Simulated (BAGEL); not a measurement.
# A workflow on GaSiH3F2 (SMILES [F][Ga]([F])[SiH3])

Wanted: the energy (HF/6-31G*), then the energy (NEVPT2(2,2)/6-31G*), then the energy (CASPT2(2,2)/6-31G*) of GaSiH3F2. 

The results are computed with BAGEL 1.2.2.

### 1 The molecule

The species is GaSiH3F2 (7 atoms), meant as a singlet with charge 0. As SMILES, `[F][Ga]([F])[SiH3]`. The Si4–H5 distance was set to 2.372 Å, away from the relaxed value. At this shape a bond of the SMILES string is far longer than usual.

Bond lengths: F1–Ga2 1.750 Å, Ga2–F3 1.749 Å, Ga2–Si4 2.387 Å, Si4–H6 1.483 Å, Si4–H7 1.484 Å. Angles: F1–Ga2–F3 110.4°, F1–Ga2–Si4 124.5°, F3–Ga2–Si4 125.2°, Ga2–Si4–H6 108.8°, Ga2–Si4–H7 107.8°, H6–Si4–H7 110.0°. A long bond or contact: Si4–H5 2.372 Å.

### 2 A single-point energy at HF/6-31G(d) (density fitting with svp-jkfit, spherical functions) (run 1)

calc.json reads:

```json
{ "bagel" : [

{
  "title" : "molecule",
  "basis" : "6-31gs.json",
  "df_basis" : "svp-jkfit",
  "geometry" : [
    { "atom" : "F", "xyz" : [ -0.29985418, -4.18804127,  4.88606831 ] },
    { "atom" : "Ga", "xyz" : [  0.47890195, -2.59178962,  2.09683255 ] },
    { "atom" : "F", "xyz" : [  3.41704813, -3.60713946,  0.97187859 ] },
    { "atom" : "Si", "xyz" : [ -2.14006948,  0.49621184,  0.10713991 ] },
    { "atom" : "H", "xyz" : [  0.36131564,  3.01241242, -2.63219952 ] },
    { "atom" : "H", "xyz" : [ -3.33343153,  2.07923542,  2.08832878 ] },
    { "atom" : "H", "xyz" : [ -4.11180972, -0.86212329, -1.35456325 ] }
  ]
},
{
  "title" : "hf"
},
{
  "title" : "print",
  "file" : "orbitals.molden",
  "orbitals" : true
}

]}
```

The basis set 6-31G* is read from a file made from the Basis Set Exchange's data (not shown).

Started as:

```sh
$ BAGEL_NUM_THREADS=1 BAGEL calc.json > calc.out
```

Standard output:

```text
* using 1 threads per process

  ===============================================================
  ===============================================================

  *** Geometry ***

  { "atom" : "F", "xyz" : [     -0.299854,     -4.188041,      4.886068 ] },
  { "atom" : "Ga", "xyz" : [      0.478902,     -2.591790,      2.096833 ] },
  { "atom" : "F", "xyz" : [      3.417048,     -3.607139,      0.971879 ] },
  { "atom" : "Si", "xyz" : [     -2.140069,      0.496212,      0.107140 ] },
  { "atom" : "H", "xyz" : [      0.361316,      3.012412,     -2.632200 ] },
  { "atom" : "H", "xyz" : [     -3.333432,      2.079235,      2.088329 ] },
  { "atom" : "H", "xyz" : [     -4.111810,     -0.862123,     -1.354563 ] },

  Number of auxiliary basis functions:      602

  Since a DF basis is specified, we compute 2- and 3-index integrals:
    o Being stored without compression. Storage requirement is 0.034 GB

  Number of basis functions:       84
  Number of electrons      :       66

    * METHOD: MOLECULE                             0.68

  *** RHF ***

  === Nuclear Repulsion ===
   350.7129020129

      * DIIS with orbital gradients will be used.

  === RHF iteration (6-31gs.json) ===
      0      -2412.15811312          0.02292545           0.19
      1      -2412.33246491          0.01722026           0.18
      2      -2412.48282610          0.00131090           0.18
      3      -2412.48478726          0.00048708           0.18
      4      -2412.48493845          0.00013360           0.18
      5      -2412.48495641          0.00003413           0.18
      6      -2412.48495832          0.00001272           0.18
      7      -2412.48495865          0.00000253           0.18
      8      -2412.48495866          0.00000116           0.18
      9      -2412.48495866          0.00000039           0.18
     10      -2412.48495866          0.00000014           0.18
     11      -2412.48495866          0.00000005           0.18
     12      -2412.48495866          0.00000001           0.18
    * SCF iteration converged.

    * Permanent dipole moment:
           (    1.065994,    -0.623512,     0.253414) a.u.

    * METHOD: HF                                   2.78

    * METHOD: PRINT                                0.02

  ===============================================================
```

It took 3.9 s on 1 thread of Arm Neoverse N1, shared host; peak memory 0.16 GiB.

### 3 A single-point energy at NEVPT2(2,2)/6-31G(d) (density fitting with svp-jkfit, spherical functions) (run 2)

input.json reads:

```json
{ "bagel": [

{
  "title": "molecule",
  "basis": "6-31gs.json",
  "df_basis": "svp-jkfit",
  "geometry": [
    { "atom": "F", "xyz": [ -0.29985418, -4.18804127,  4.88606831 ] },
    { "atom": "Ga", "xyz": [  0.47890195, -2.59178962,  2.09683255 ] },
    { "atom": "F", "xyz": [  3.41704813, -3.60713946,  0.97187859 ] },
    { "atom": "Si", "xyz": [ -2.14006948,  0.49621184,  0.10713991 ] },
    { "atom": "H", "xyz": [  0.36131564,  3.01241242, -2.63219952 ] },
    { "atom": "H", "xyz": [ -3.33343153,  2.07923542,  2.08832878 ] },
    { "atom": "H", "xyz": [ -4.11180972, -0.86212329, -1.35456325 ] }
  ]
},
{
  "title": "hf"
},
{
  "title": "nevpt2",
  "nstate": 1,
  "nact": 2,
  "nclosed": 32,
  "active": [33, 34],
  "maxiter": 200,
  "natocc": true,
  "ncore": 16
},
{
  "title": "print",
  "file": "orbitals.molden",
  "orbitals": true
}

]}
```

The basis set 6-31G* is read from a file made from the Basis Set Exchange's data (not shown).

Started as:

```sh
$ BAGEL_NUM_THREADS=1 BAGEL input.json > input.out
```

Standard output:

```text
* using 1 threads per process

  ===============================================================
  ===============================================================

  *** Geometry ***

  { "atom" : "F", "xyz" : [     -0.299854,     -4.188041,      4.886068 ] },
  { "atom" : "Ga", "xyz" : [      0.478902,     -2.591790,      2.096833 ] },
  { "atom" : "F", "xyz" : [      3.417048,     -3.607139,      0.971879 ] },
  { "atom" : "Si", "xyz" : [     -2.140069,      0.496212,      0.107140 ] },
  { "atom" : "H", "xyz" : [      0.361316,      3.012412,     -2.632200 ] },
  { "atom" : "H", "xyz" : [     -3.333432,      2.079235,      2.088329 ] },
  { "atom" : "H", "xyz" : [     -4.111810,     -0.862123,     -1.354563 ] },

  Number of auxiliary basis functions:      602

  Since a DF basis is specified, we compute 2- and 3-index integrals:
    o Being stored without compression. Storage requirement is 0.034 GB

  Number of basis functions:       84
  Number of electrons      :       66

    * METHOD: MOLECULE                             0.68

  *** RHF ***

  === Nuclear Repulsion ===
   350.7129020129

      * DIIS with orbital gradients will be used.

  === RHF iteration (6-31gs.json) ===
      0      -2412.15811312          0.02292545           0.19
      1      -2412.33246491          0.01722026           0.18
      2      -2412.48282610          0.00131090           0.18
      3      -2412.48478726          0.00048708           0.18
      4      -2412.48493845          0.00013360           0.18
      5      -2412.48495641          0.00003413           0.18
      6      -2412.48495832          0.00001272           0.18
      7      -2412.48495865          0.00000253           0.18
      8      -2412.48495866          0.00000116           0.18
      9      -2412.48495866          0.00000039           0.18
     10      -2412.48495866          0.00000014           0.18
     11      -2412.48495866          0.00000005           0.18
     12      -2412.48495866          0.00000001           0.18
    * SCF iteration converged.

    * Permanent dipole moment:
           (    1.065994,    -0.623512,     0.253414) a.u.

    * METHOD: HF                                   2.77

    * freezing 16 orbitals
  ---------------------------
      CASSCF calculation
  ---------------------------

    ==== Active orbitals : =====
         Orbital 33
         Orbital 34
    ============================

    * nstate   :      1
    * nclosed  :     32
    * nact     :      2
    * nvirt    :     50
  === CASSCF iteration (6-31gs.json) ===

    * Using the second-order algorithm

      0  0     -2412.49815095     1.81e-03      0.05

      1  0     -2412.51661893     1.65e-03      0.82

      2  0     -2412.52426787     6.49e-04      0.84

      3  0     -2412.52476561     2.11e-04      0.90

      4  0     -2412.52479084     5.62e-05      0.84

      5  0     -2412.52479228     1.39e-05      0.91

      6  0     -2412.52479236     3.39e-06      0.89

      7  0     -2412.52479237     8.21e-07      0.91

      8  0     -2412.52479237     1.99e-07      0.86

      9  0     -2412.52479237     4.80e-08      0.85

     10  0     -2412.52479237     1.16e-08      0.86

     11  0     -2412.52479237     2.82e-09      0.76

    * Second-order optimization converged. *

     guess   0:   closed 1.                   open ..

  === FCI iteration ===

      0  0     -2412.48272436     7.07e-02      0.00
      1  0     -2412.52467980     3.31e-03      0.00
      2  0 *   -2412.52479237     8.89e-16      0.00

     * ci vector, state   0, <S^2> = 0.0000
       2.     0.9584976897
       .2    -0.2851002962

  === DF-NEVPT2 calculation ===

    * 3-index integral transformation done
    * assembly done

      NEVPT2 correlation energy:   -0.6507576125      0.27

          (+0)     -0.6283501956
          (+0)'    -0.0042933857
          (+1)     -0.0049439746
          (+1)'    -0.0000000000
          (+2)     -0.0002246952
          (-1)     -0.0119184577
          (-1)'     0.0000000000
          (-2)     -0.0010269036

      NEVPT2 total energy:       -2413.1755499791

    * METHOD: NEVPT2                              10.48

    * METHOD: PRINT                                0.02

  ===============================================================
```

It took 14 s on 1 thread of Arm Neoverse N1, shared host; peak memory 0.16 GiB.

### 4 The energy at CASPT2(2,2)/6-31G(d) (density fitting with svp-jkfit, spherical functions) (run 3)

calc.json reads:

```json
{ "bagel" : [

{
  "title" : "molecule",
  "basis" : "6-31gs.json",
  "df_basis" : "svp-jkfit",
  "geometry" : [
    { "atom" : "F", "xyz" : [    -0.29985418,    -4.18804127,     4.88606831 ] },
    { "atom" : "Ga", "xyz" : [     0.47890195,    -2.59178962,     2.09683255 ] },
    { "atom" : "F", "xyz" : [     3.41704813,    -3.60713946,     0.97187859 ] },
    { "atom" : "Si", "xyz" : [    -2.14006948,     0.49621184,     0.10713991 ] },
    { "atom" : "H", "xyz" : [     0.36131564,     3.01241242,    -2.63219952 ] },
    { "atom" : "H", "xyz" : [    -3.33343153,     2.07923542,     2.08832878 ] },
    { "atom" : "H", "xyz" : [    -4.11180972,    -0.86212329,    -1.35456325 ] }
  ]
},

{
  "title" : "hf"
},

{
  "title" : "casscf",
  "nstate" : 1,
  "nact" : 2,
  "nclosed" : 32,
  "active" : [33, 34],
  "maxiter" : 200,
  "natocc" : true
},

{
  "title" : "print",
  "file" : "orbitals.molden",
  "orbitals" : true
},

{
  "title" : "smith",
  "method" : "caspt2",
  "ms" : true,
  "xms" : true,
  "sssr" : true,
  "shift" : 0.2,
  "shift_imag" : true,
  "ncore" : 16
}

]}
```

The basis set 6-31G* is read from a file made from the Basis Set Exchange's data (not shown).

Started as:

```sh
$ BAGEL_NUM_THREADS=1 BAGEL calc.json > calc.out
```

Standard output:

```text
* using 1 threads per process

  ===============================================================
  ===============================================================

  *** Geometry ***

  { "atom" : "F", "xyz" : [     -0.299854,     -4.188041,      4.886068 ] },
  { "atom" : "Ga", "xyz" : [      0.478902,     -2.591790,      2.096833 ] },
  { "atom" : "F", "xyz" : [      3.417048,     -3.607139,      0.971879 ] },
  { "atom" : "Si", "xyz" : [     -2.140069,      0.496212,      0.107140 ] },
  { "atom" : "H", "xyz" : [      0.361316,      3.012412,     -2.632200 ] },
  { "atom" : "H", "xyz" : [     -3.333432,      2.079235,      2.088329 ] },
  { "atom" : "H", "xyz" : [     -4.111810,     -0.862123,     -1.354563 ] },

  Number of auxiliary basis functions:      602

  Since a DF basis is specified, we compute 2- and 3-index integrals:
    o Being stored without compression. Storage requirement is 0.034 GB

  Number of basis functions:       84
  Number of electrons      :       66

    * METHOD: MOLECULE                             0.72

  *** RHF ***

[... 11 lines left out ...]
    * SCF iteration converged.
[... 1 line left out ...]
    * Permanent dipole moment:
[... 27 lines left out ...]
    * Second-order optimization converged. *
[... 9 lines left out ...]
     * ci vector, state   0, <S^2> = 0.0000
[... 16 lines left out ...]
    * Zeroth order energy : state  0       -0.6754156894

    * CASPT2 iteration is performed using orthogonal basis

      -------------------------------------------  CASPT2 iteration  ---------------------------------------------------
       #      aibj      arbs      arbi      airj      risj      airs      arst      rist         Etot      error   time
      ------------------------------------------------------------------------------------------------------------------

       0  -0.62673  -0.00133  -0.01236  -0.00539  -0.00035  -0.00388  -0.00000  -0.00000   -0.6500425  0.0005655   0.14
       1  -0.62678  -0.00134  -0.01239  -0.00545  -0.00036  -0.00395   0.00000  -0.00000   -0.6502770  0.0000950   0.12
       2  -0.62678  -0.00134  -0.01239  -0.00545  -0.00036  -0.00395  -0.00000  -0.00000   -0.6502833  0.0000154   0.12
       3  -0.62678  -0.00134  -0.01239  -0.00545  -0.00036  -0.00395  -0.00000  -0.00000   -0.6502835  0.0000026   0.12
       4  -0.62678  -0.00134  -0.01239  -0.00545  -0.00036  -0.00395   0.00000  -0.00000   -0.6502835  0.0000003   0.12

      ------------------------------------------------------------------------------------------------------------------

    * CASPT2 energy : state  0    -2413.1774076528
        w/o shift correction      -2413.1750758289
        reference weight              0.8580186427

    * METHOD: SMITH                                1.12

  ===============================================================
```

It took 16 s on 1 thread of Arm Neoverse N1, shared host; peak memory 0.21 GiB.

### 5 Outcome

| quantity | value |
| --- | --- |
| run 1, HF/6-31G*: total energy | -2412.48496 Eh |
| run 1, HF/6-31G*: dipole moment | 3.20 D |
| run 1, HF/6-31G*: HOMO energy | -10.48 eV |
| run 1, HF/6-31G*: LUMO energy | 0.34 eV |
| run 1, HF/6-31G*: HOMO–LUMO gap | 10.82 eV |
| run 2, NEVPT2(2,2)/6-31G*: total energy | -2413.17555 Eh |
| run 3, CASPT2(2,2)/6-31G*: total energy | -2413.17741 Eh |
